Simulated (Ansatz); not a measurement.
Crystal: BiTe.

```
CELL_PARAMETERS angstrom
0.00000 3.23500 3.23500
3.23500 0.00000 3.23500
3.23500 3.23500 0.00000
ATOMIC_POSITIONS crystal
Bi 0.00000 0.00000 0.00000
Te 0.50000 0.50000 0.50000
```

Base run:

* Program: Ansatz 0.2.0
* Functional: LDA
* Potentials or basis: all-electron LAPW, scalar-relativistic
* Cutoff: 177 eV
* Density cutoff: 708 eV
* Basis error allowed: 0.001 eV/atom
* k mesh: 7 × 7 × 7
* Occupations: fermi-dirac, width 0.05 eV
* Spin: no spin polarisation

Its results: pressure -2.6 GPa.

Task: After a change of settings the same cell gave: pressure 0.9 GPa. Which change was it?
A. functional from LDA to PBE
B. functional from LDA to RPBE; occupations from fermi-dirac, width 0.05 eV to gaussian, width 0.1 eV
C. functional from LDA to PBEsol; occupations from fermi-dirac, width 0.05 eV to gaussian, width 0.1 eV
D. functional from LDA to PBEsol; potentials or basis from all-electron LAPW, scalar-relativistic to all-electron PAW datasets made for the crystal

Result: A.

PBE binds less tightly than LDA, so the same cell stands under more pressure.

Not every run made on this cell is shown here.
